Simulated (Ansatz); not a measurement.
# CoW8C8: the cost of one run

Program: Ansatz 0.2.0. Level of theory: DFT PBEsol, scalar-relativistic, plane waves, PAW. These are calculated values, not measurements.

1 further run of the same task is left out (for a broken database entry).

### 1 Starting point

Symmetry: P1, No. 1, triclinic system. The conventional cell has a = 5.795 Å, b = 5.795 Å, c = 17.245 Å, α = 90.00°, β = 90.00°, γ = 120.00°. Around W (site symmetry 1) lie 3 C at 2.19 Å. C (site symmetry 1) is surrounded by 6 W at 2.19 Å. W (site symmetry 1) has 6 C at 2.19 Å in its first shell of neighbours. C (site symmetry 1) is surrounded by 1 Co at 2.07 Å and 3 W at 2.19 Å. C (site symmetry 1) is surrounded by 3 W at 2.19 Å. Only part of the 17 independent sites is listed.

Structure file:

```xyz
17
Lattice="5.7948 0.0000 0.0000 -2.8974 5.0184 0.0000 0.0000 0.0000 17.2446" Properties=species:S:1:pos:R:3 pbc="T T T"
W     0.0000    0.0000    1.0000
C     1.4487    0.8364    2.4148
W     0.0000    0.0000    3.8297
C     1.4487    0.8364    5.2446
W    -1.4487    2.5092    1.0000
C     0.0000    3.3456    2.4148
W    -1.4487    2.5092    3.8297
C     0.0000    3.3456    5.2446
W     2.8974    0.0000    1.0000
C     4.3461    0.8364    2.4148
W     2.8974    0.0000    3.8297
C     4.3461    0.8364    5.2446
W     1.4487    2.5092    1.0000
C     2.8974    3.3456    2.4148
W     1.4487    2.5092    3.8297
C     2.8974    3.3456    5.2446
Co    2.1214    2.1097    6.7346
```

### 2 Start relaxed

The input, input.yaml:

```yaml
accuracy: low
crystal:
  lattice:
    - [5.7948, 0.0, 0.0]
    - [-2.8974, 5.018444, 0.0]
    - [0.0, 0.0, 17.24455]
  atoms:
    - { symbol: W, position: [0.0, 0.0, 0.0579893] }
    - { symbol: C, position: [0.3333333, 0.1666667, 0.1400355] }
    - { symbol: W, position: [0.0, 0.0, 0.2220818] }
    - { symbol: C, position: [0.3333333, 0.1666667, 0.304128] }
    - { symbol: W, position: [0.0, 0.5, 0.0579893] }
    - { symbol: C, position: [0.3333333, 0.6666667, 0.1400355] }
    - { symbol: W, position: [0.0, 0.5, 0.2220818] }
    - { symbol: C, position: [0.3333333, 0.6666667, 0.304128] }
    - { symbol: W, position: [0.5, 0.0, 0.0579893] }
    - { symbol: C, position: [0.8333333, 0.1666667, 0.1400355] }
    - { symbol: W, position: [0.5, 0.0, 0.2220818] }
    - { symbol: C, position: [0.8333333, 0.1666667, 0.304128] }
    - { symbol: W, position: [0.5, 0.5, 0.0579893] }
    - { symbol: C, position: [0.8333333, 0.6666667, 0.1400355] }
    - { symbol: W, position: [0.5, 0.5, 0.2220818] }
    - { symbol: C, position: [0.8333333, 0.6666667, 0.304128] }
    - { symbol: Co, position: [0.5762862, 0.4203915, 0.3905321], spin: 1.0 }
magnetization:
  spin_polarized: true
basis:
  ecutwfc: 420.0
kpoints:
  mp_grid: { grid: [3, 3, 1] }
hamiltonian:
  xc: pbesol
  pseudopotentials: { kind: paw, azcp: { folder: soft_1 } }
scf:
  occupations: { method: fermi_dirac, width: 0.1 }
  lower_state_search: "off"
relax:
  f_tol: 0.08
  max_steps: 25
  adjacent_minimum: "off"
  constraints: [{ sites: [0, 4, 8, 12] }]
output:
  write_density: true
  write_potential: true
  elf: true
  volumetric_format: npy
```

On the command line:

```
$ ansatz run input.yaml --threads 4 --pin off --max-ram 10240MiB --backend cpu --events-out ev --progress --plain --runs-dir out
```

What time and memory should one allow on 4 threads of Arm Neoverse V2, shared host?

About 4.1 min, with a peak of 1.5 GiB.
